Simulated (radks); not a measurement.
**Sc⁴⁺ in [Ne] 3s2 3p5: an all-electron calculation**

Wanted: eigenvalues, radial structure and energy terms of the scandium ion Sc4+.

The numbers are computed with radks (a radial shooting solver on a logarithmic mesh, Libxc functionals) version 1 (scalar-relativistic Kohn-Sham, exchange-only B88, spin-unpolarised, spherical densities, finite nucleus), except any that are marked as measured or tabulated.

## 1. Starting point

```
element            : scandium (Z = 21)
charge             : +4
electrons          : 17
configuration      : [Ne] 3s2 3p5
nuclear rms radius : 3.5459 fm
```

Outer shells as boxes (Hund's rule):

Sc⁴⁺
```
[Ne] core
3s [↑↓]
3p [↑↓][↑↓][↑ ]
```

## 2. The run

The run's settings:

```text
Z 21
configuration [Ne] 3s2 3p5 4s0 3d0 4p0 4f0
relativity scalar-relativistic
functional b88,
spin unpolarised
nucleus finite rms 3.5459 fm
c 137.035999084
```

Command:

```
> python run_ks.py task.json out
```

The same process makes all the runs of this session.

**Question.** What will this run give?

**Answer**, as computed:

| quantity | value |
| --- | --- |
| total energy | -759.19830 hartree |
| exchange-correlation share of it | 4.85 % |
| −T/E | 1.0086 |
| highest occupied level | 3p, -82.100 eV |
| most extended occupied level | 3p, <r> = 1.09 bohr |
| radius at density 0.001 e/bohr³ | 2.59 bohr |
| maxima of the radial density | 3 |
| ionisation energy, NIST | 91.95 (semi-emp.) eV |

What this shows: The radial density shows 3 maxima for 3 occupied principal shells. −T/E is 1.009: with relativity the kinetic term as defined here no longer equals −E. Minus the highest eigenvalue, 82.100 eV, is 89 % of the tabulated ionisation energy (91.95 eV); the potential of a semilocal functional falls off too fast, so its top eigenvalue is too shallow. Spin polarisation and multiplet splitting are left out.
